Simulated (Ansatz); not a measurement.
# CH7FOSi2: the cost of one run

All numbers below are computed with Ansatz 0.2.0 (RKS r2SCAN-D4/STO-3G).

1 further run of the same task is left out (it didn't finish).

**1. The structure to begin with**

Bond lengths: Si1–O2 1.680 Å, O2–C3 1.420 Å, C3–H4 1.110 Å, C3–H5 1.110 Å, C3–H6 1.110 Å, Si1–H7 1.460 Å, Si1–Si8 2.218 Å, Si8–H9 1.460 Å, Si8–H10 1.460 Å, Si8–H11 1.460 Å, Si1–F12 1.589 Å. Angles (14 of 19 angles, heavy atoms first): Si1–O2–C3 125.0°, O2–Si1–Si8 109.5°, O2–Si1–F12 109.5°, Si8–Si1–F12 109.5°, O2–Si1–H7 109.5°, H7–Si1–Si8 109.5°, H7–Si1–F12 109.5°, O2–C3–H4 109.5°, O2–C3–H5 109.5°, O2–C3–H6 109.5°, Si1–Si8–H9 109.5°, Si1–Si8–H10 109.5°, Si1–Si8–H11 109.5°, H4–C3–H5 109.4°.

As a file:

```xyz
12

Si    0.0000    0.0000    0.0000
O     0.0000    0.0000    1.6800
C    -1.1112   -0.3437    2.4945
H    -1.8140   -0.9775    1.9143
H    -0.7584   -0.9037    3.3856
H    -1.6313    0.5809    2.8212
H     1.3768    0.0000   -0.4862
Si   -1.0456    1.8115   -0.7393
H    -2.4302    1.4780   -1.0607
H    -1.0215    2.8436    0.2931
H    -0.3743    2.3069   -1.9374
F    -0.7489   -1.2974   -0.5295
```

**2. Preparing the start**

Contents of input.yaml:

```yaml
crystal:
  periodic: [false, false, false]
  atoms:
    - { symbol: Si, position_ang: [0.0, 0.0, 0.0] }
    - { symbol: O, position_ang: [0.0, 0.0, 1.68] }
    - { symbol: C, position_ang: [-1.1112, -0.3437, 2.4945] }
    - { symbol: H, position_ang: [-1.814, -0.9775, 1.9143] }
    - { symbol: H, position_ang: [-0.7584, -0.9037, 3.3856] }
    - { symbol: H, position_ang: [-1.6313, 0.5809, 2.8212] }
    - { symbol: H, position_ang: [1.3768, 0.0, -0.4862] }
    - { symbol: Si, position_ang: [-1.0456, 1.8115, -0.7393] }
    - { symbol: H, position_ang: [-2.4302, 1.478, -1.0607] }
    - { symbol: H, position_ang: [-1.0215, 2.8436, 0.2931] }
    - { symbol: H, position_ang: [-0.3743, 2.3069, -1.9374] }
    - { symbol: F, position_ang: [-0.7489, -1.2974, -0.5295] }
basis:
  gaussian: { orbitals: STO-3G }
hamiltonian:
  xc: r2scan
  dispersion: d4
relax:
  f_tol: 0.02
  max_steps: 40
output:
  orbitals: {}
```

The run is started by

```console
$ ansatz run input.yaml --threads 1 --pin off --max-ram 2048MiB --backend cpu --events-out ev --progress --plain --runs-dir out
```

**Question.** How long does this run take on 1 thread of AMD EPYC 9R45 (Zen 5), shared host, and how much memory does it need?

About 28 s, with a peak of 0.19 GiB.
